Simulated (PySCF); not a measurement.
# As⁺: dipole response in aug-cc-pVTZ-PP with ECP10

Aim: the static polarisability and the C₆ coefficient of As⁺, method by method.

Method: unrestricted determinants in a Gaussian basis, no spin-orbit coupling in the energies. Code: PySCF 2.14.0.

**1. The system**

| Property | Result |
| --- | --- |
| Element | arsenic (Z = 33) |
| Basis | aug-cc-pVTZ-PP with ECP10MDF (6s5p4d2f, 55 functions) |
| Hamiltonian | scalar relativity through the core potential |
| State 1 | As⁺: [Ar] 3d10 4s2 4p2, high-spin 3P determinant |
| Methods | UHF, PBE, PBE0, M06, B3LYP |

Outer shells as boxes (Hund's rule):

As+ [Ar] 3d10 4s2 4p2
```
[Ar] core
3d [↑↓][↑↓][↑↓][↑↓][↑↓]
4s [↑↓]
4p [↑ ][↑ ][  ]
```

The runs were made by one driver on top of PySCF. The scripts below sum up each run's settings (the driver also hands on starting orbitals that pick excited configurations, and frozen orbitals as a list rather than a count), and the logs come from the driver's own runs. The driver starts from symmetry-adapted Hartree-Fock orbitals, holds the occupation by maximum overlap and uses a logarithmic radial grid for functionals, so a plain start would take other cycles.

The integrals over 55 functions and the set-up took 0.69 s of CPU time.

**2. As⁺: the ladder of methods**

Level: UHF.

File input.py:

```python
from pyscf import gto, scf, dft, mp, cc
import basis_set_exchange as bse
txt = bse.get_basis("aug-cc-pVTZ-PP", elements=["As"], fmt="nwchem", header=False)
cut = txt.index("\nECP")
mol = gto.M(atom="As 0 0 0", charge=1, spin=2, symmetry="D2h",
            basis=gto.basis.parse(txt[:cut]),
            ecp={"As": gto.basis.parse_ecp(txt[cut:])})
mf = scf.UHF(mol)
mf.irrep_nelec = {'Ag': (4, 4), 'B1g': (1, 1), 'B2g': (1, 1), 'B3g': (1, 1), 'B1u': (2, 1), 'B2u': (2, 1), 'B3u': (1, 1)}
mf.kernel()
```

Log:

```text
damping factor = 0
level_shift factor = 0
DIIS = <class 'pyscf.scf.diis.CDIIS'>
diis_start_cycle = 1
diis_space = 10
diis_damp = 0
SCF conv_tol = 1e-09
SCF conv_tol_grad = None
number electrons alpha = 12  beta = 10
cycle= 1 E= -330.863711634459  delta_E= -0.00333  |g|= 0.0206  |ddm|= 0.0646
cycle= 2 E= -330.864113706445  delta_E= -0.000402  |g|= 0.00747  |ddm|= 0.0223
cycle= 3 E= -330.864176404866  delta_E= -6.27e-05  |g|= 0.00043  |ddm|= 0.0138
cycle= 4 E= -330.86417661787  delta_E= -2.13e-07  |g|= 7.62e-05  |ddm|= 0.00142
cycle= 5 E= -330.864176620946  delta_E= -3.08e-09  |g|= 1.91e-05  |ddm|= 0.000199
cycle= 6 E= -330.864176621355  delta_E= -4.09e-10  |g|= 3.29e-06  |ddm|= 8.57e-05
converged SCF energy = -330.864176621355  <S^2> = 2.0091055  2S+1 = 3.0060642
```

CPU time 2.6 s on a shared host, the integrals not counted.

The occupied shells:

| shell | electrons | mean orbital energy (eV) | spread (eV) | rms radius (bohr) |
| --- | --- | --- | --- | --- |
| 3s α | 1 | -230.26 | 0 | 0.641 |
| 3s β | 1 | -229.91 | 0 | 0.641 |
| 3p α | 3 | -173.48 | 0.014 | 0.668 |
| 3p β | 3 | -173.08 | 0.594 | 0.668 |
| 3d α | 5 | -66.522 | 0.323 | 0.743 |
| 3d β | 5 | -66.271 | 0.587 | 0.743 |
| 4s α | 1 | -30.438 | 0 | 2.05 |
| 4s β | 1 | -25.308 | 0 | 2.05 |
| 4p α | 2 | -18.440 | 0 | 2.48 |

⟨S²⟩ = 2.009, ⟨L²⟩ = 2.03.

The driver then solved the coupled dipole response at imaginary frequencies: mean α = 16.90 bohr³ (xx, yy, zz: 15.85, 17.43, 17.43), C₆ = 102.4 au for a like pair.

Energies and moments cover only the electrons outside the core potential.

Level: PBE.

Changes to input.py:

```diff
@@ -7,3 +7,3 @@
             ecp={"As": gto.basis.parse_ecp(txt[cut:])})
-mf = scf.UHF(mol)
+mf = dft.UKS(mol, xc="PBE")
 mf.irrep_nelec = {'Ag': (4, 4), 'B1g': (1, 1), 'B2g': (1, 1), 'B3g': (1, 1), 'B1u': (2, 1), 'B2u': (2, 1), 'B3u': (1, 1)}
```

Log:

```text
damping factor = 0
level_shift factor = 0
DIIS = <class 'pyscf.scf.diis.CDIIS'>
diis_start_cycle = 1
diis_space = 10
diis_damp = 0
SCF conv_tol = 1e-09
SCF conv_tol_grad = None
number electrons alpha = 12  beta = 10
XC functionals = PBE
    J. P. Perdew, K. Burke, and M. Ernzerhof.,  Phys. Rev. Lett. 77, 3865 (1996)
    J. P. Perdew, K. Burke, and M. Ernzerhof.,  Phys. Rev. Lett. 78, 1396 (1997)
    J. P. Perdew, K. Burke, and M. Ernzerhof.,  Phys. Rev. Lett. 77, 3865 (1996)
    J. P. Perdew, K. Burke, and M. Ernzerhof.,  Phys. Rev. Lett. 78, 1396 (1997)
cycle= 1 E= -332.050819865047  delta_E= -0.00792  |g|= 0.106  |ddm|= 0.39
cycle= 2 E= -332.051500625065  delta_E= -0.000681  |g|= 0.0828  |ddm|= 0.163
cycle= 3 E= -332.052792328587  delta_E= -0.00129  |g|= 0.00255  |ddm|= 0.083
cycle= 4 E= -332.052794870239  delta_E= -2.54e-06  |g|= 9.35e-05  |ddm|= 0.00628
cycle= 5 E= -332.052794877317  delta_E= -7.08e-09  |g|= 4.73e-06  |ddm|= 0.00023
cycle= 6 E= -332.052794877328  delta_E= -1.12e-11  |g|= 3.51e-07  |ddm|= 1.03e-05
converged SCF energy = -332.052794877328  <S^2> = 2.0017787  2S+1 = 3.0011856
```

It used 5.8 s of CPU time after the integrals (shared host).

The driver then solved the coupled dipole response at imaginary frequencies: mean α = 17.05 bohr³ (xx, yy, zz: 15.49, 17.83, 17.83), C₆ = 102.6 au for a like pair.

Level: PBE0.

Changes to input.py:

```diff
@@ -7,3 +7,3 @@
             ecp={"As": gto.basis.parse_ecp(txt[cut:])})
-mf = dft.UKS(mol, xc="PBE")
+mf = dft.UKS(mol, xc="PBE0")
 mf.irrep_nelec = {'Ag': (4, 4), 'B1g': (1, 1), 'B2g': (1, 1), 'B3g': (1, 1), 'B1u': (2, 1), 'B2u': (2, 1), 'B3u': (1, 1)}
```

Log:

```text
damping factor = 0
level_shift factor = 0
DIIS = <class 'pyscf.scf.diis.CDIIS'>
diis_start_cycle = 1
diis_space = 10
diis_damp = 0
SCF conv_tol = 1e-09
SCF conv_tol_grad = None
number electrons alpha = 12  beta = 10
XC functionals = PBE0
    C. Adamo and V. Barone.,  J. Chem. Phys. 110, 6158 (1999)
    M. Ernzerhof and G. E. Scuseria.,  J. Chem. Phys. 110, 5029 (1999)
cycle= 1 E= -332.019782112178  delta_E= -0.00547  |g|= 0.0593  |ddm|= 0.261
cycle= 2 E= -332.020151063731  delta_E= -0.000369  |g|= 0.0386  |ddm|= 0.0983
cycle= 3 E= -332.020431051918  delta_E= -0.00028  |g|= 0.00109  |ddm|= 0.0388
cycle= 4 E= -332.020431714061  delta_E= -6.62e-07  |g|= 0.000176  |ddm|= 0.00215
cycle= 5 E= -332.020431726476  delta_E= -1.24e-08  |g|= 3.2e-06  |ddm|= 0.000303
cycle= 6 E= -332.020431726488  delta_E= -1.23e-11  |g|= 1.89e-07  |ddm|= 2.18e-05
converged SCF energy = -332.020431726488  <S^2> = 2.0028804  2S+1 = 3.0019197
```

It used 8.1 s of CPU time after the integrals (shared host).

The driver then solved the coupled dipole response at imaginary frequencies: mean α = 16.81 bohr³ (xx, yy, zz: 15.46, 17.49, 17.49), C₆ = 101.1 au for a like pair.

Level: M06.

Changes to input.py:

```diff
@@ -7,3 +7,3 @@
             ecp={"As": gto.basis.parse_ecp(txt[cut:])})
-mf = dft.UKS(mol, xc="PBE0")
+mf = dft.UKS(mol, xc="M06")
 mf.irrep_nelec = {'Ag': (4, 4), 'B1g': (1, 1), 'B2g': (1, 1), 'B3g': (1, 1), 'B1u': (2, 1), 'B2u': (2, 1), 'B3u': (1, 1)}
```

Log:

```text
damping factor = 0
level_shift factor = 0
DIIS = <class 'pyscf.scf.diis.CDIIS'>
diis_start_cycle = 1
diis_space = 10
diis_damp = 0
SCF conv_tol = 1e-09
SCF conv_tol_grad = None
number electrons alpha = 12  beta = 10
XC functionals = M06
    Y. Zhao and D. G. Truhlar.,  Theor. Chem. Acc. 120, 215 (2008)
    Y. Zhao and D. G. Truhlar.,  Theor. Chem. Acc. 120, 215 (2008)
cycle= 1 E= -332.14699397135  delta_E= -0.00596  |g|= 0.0611  |ddm|= 0.271
cycle= 2 E= -332.147371747209  delta_E= -0.000378  |g|= 0.0389  |ddm|= 0.0808
cycle= 3 E= -332.147643760817  delta_E= -0.000272  |g|= 0.00127  |ddm|= 0.0356
cycle= 4 E= -332.147644322661  delta_E= -5.62e-07  |g|= 9.66e-05  |ddm|= 0.00367
cycle= 5 E= -332.147644330802  delta_E= -8.14e-09  |g|= 7.57e-06  |ddm|= 0.000561
cycle= 6 E= -332.147644330862  delta_E= -5.96e-11  |g|= 6.59e-07  |ddm|= 4.25e-05
converged SCF energy = -332.147644330862  <S^2> = 2.0013243  2S+1 = 3.0008828
```

It used 24 s of CPU time after the integrals (shared host).

The driver then solved the coupled dipole response at imaginary frequencies: mean α = 15.84 bohr³ (xx, yy, zz: 14.60, 16.46, 16.46), C₆ = 90.24 au for a like pair.

Level: B3LYP.

Changes to input.py:

```diff
@@ -7,3 +7,3 @@
             ecp={"As": gto.basis.parse_ecp(txt[cut:])})
-mf = dft.UKS(mol, xc="M06")
+mf = dft.UKS(mol, xc="B3LYP")
 mf.irrep_nelec = {'Ag': (4, 4), 'B1g': (1, 1), 'B2g': (1, 1), 'B3g': (1, 1), 'B1u': (2, 1), 'B2u': (2, 1), 'B3u': (1, 1)}
```

Log:

```text
damping factor = 0
level_shift factor = 0
DIIS = <class 'pyscf.scf.diis.CDIIS'>
diis_start_cycle = 1
diis_space = 10
diis_damp = 0
SCF conv_tol = 1e-09
SCF conv_tol_grad = None
number electrons alpha = 12  beta = 10
XC functionals = B3LYP
    P. J. Stephens, F. J. Devlin, C. F. Chabalowski, and M. J. Frisch.,  J. Phys. Chem. 98, 11623 (1994)
cycle= 1 E= -332.108908765919  delta_E= -0.00692  |g|= 0.0737  |ddm|= 0.384
cycle= 2 E= -332.109397776864  delta_E= -0.000489  |g|= 0.0496  |ddm|= 0.118
cycle= 3 E= -332.109855583907  delta_E= -0.000458  |g|= 0.00145  |ddm|= 0.0501
cycle= 4 E= -332.109856306863  delta_E= -7.23e-07  |g|= 0.00013  |ddm|= 0.0032
cycle= 5 E= -332.109856317253  delta_E= -1.04e-08  |g|= 3.71e-06  |ddm|= 0.000256
cycle= 6 E= -332.109856317264  delta_E= -1.03e-11  |g|= 1.47e-07  |ddm|= 1.97e-05
converged SCF energy = -332.109856317264  <S^2> = 2.0019703  2S+1 = 3.0013132
```

It used 8.3 s of CPU time after the integrals (shared host).

The driver then solved the coupled dipole response at imaginary frequencies: mean α = 16.75 bohr³ (xx, yy, zz: 15.28, 17.49, 17.49), C₆ = 100.2 au for a like pair.

Radial density 4πr²ρ of As⁺ at UHF, the electrons outside the core potential:

| r (bohr) | density | spin density |
| --- | --- | --- |
| 0.000991 | 3.01e-05 | 0.000 |
| 0.00167 | 8.46e-05 | 0.000 |
| 0.00280 | 0.000235 | 0.000 |
| 0.00471 | 0.000631 | 0.000 |
| 0.00793 | 0.00158 | 0.000 |
| 0.0133 | 0.00349 | 0.000 |
| 0.0224 | 0.00704 | 0.000 |
| 0.0377 | 0.0144 | 0.000 |
| 0.0635 | 0.0649 | 0.000 |
| 0.107 | 0.554 | -0.001 |
| 0.180 | 3.77 | -0.002 |
| 0.302 | 16.4 | 0.055 |
| 0.508 | 30.8 | 0.113 |
| 0.855 | 13.6 | 0.014 |
| 1.44 | 3.35 | 0.773 |
| 2.42 | 1.58 | 0.874 |
| 4.07 | 0.168 | 0.127 |
| 6.84 | 0.00179 | 0.002 |
| 11.5 | 1.26e-05 | 0.000 |

**3. The response side by side**

As⁺, in atomic units:

| method | mean α | C₆ (like pair) | S(−4) |
| --- | --- | --- | --- |
| UHF | 16.90 | 102.4 | 82.20 |
| PBE | 17.05 | 102.6 | 88.18 |
| PBE0 | 16.81 | 101.1 | 83.29 |
| M06 | 15.84 | 90.24 | 80.39 |
| B3LYP | 16.75 | 100.2 | 84.00 |

α(iu) at B3LYP:

| u (hartree) | α(iu) (bohr³) |
| --- | --- |
| 0 | 16.75 |
| 0.0500 | 16.54 |
| 0.100 | 15.96 |
| 0.200 | 14.02 |
| 0.300 | 11.74 |
| 0.500 | 7.888 |
| 0.750 | 4.947 |
| 1.00 | 3.328 |
| 1.50 | 1.795 |
| 2.00 | 1.132 |
| 3.00 | 0.5784 |
| 5.00 | 0.2381 |

**4. Outcome**

| quantity | value |
| --- | --- |
| α of As⁺ | 15.84 (M06) to 17.05 (PBE) bohr³ |

What this shows: A single London oscillator with the computed α and C₆ of As⁺ at UHF would have ω = 4 C₆ / (3 α²) = 0.478 hartree. All values hold for this basis alone; no basis-set limit was taken.
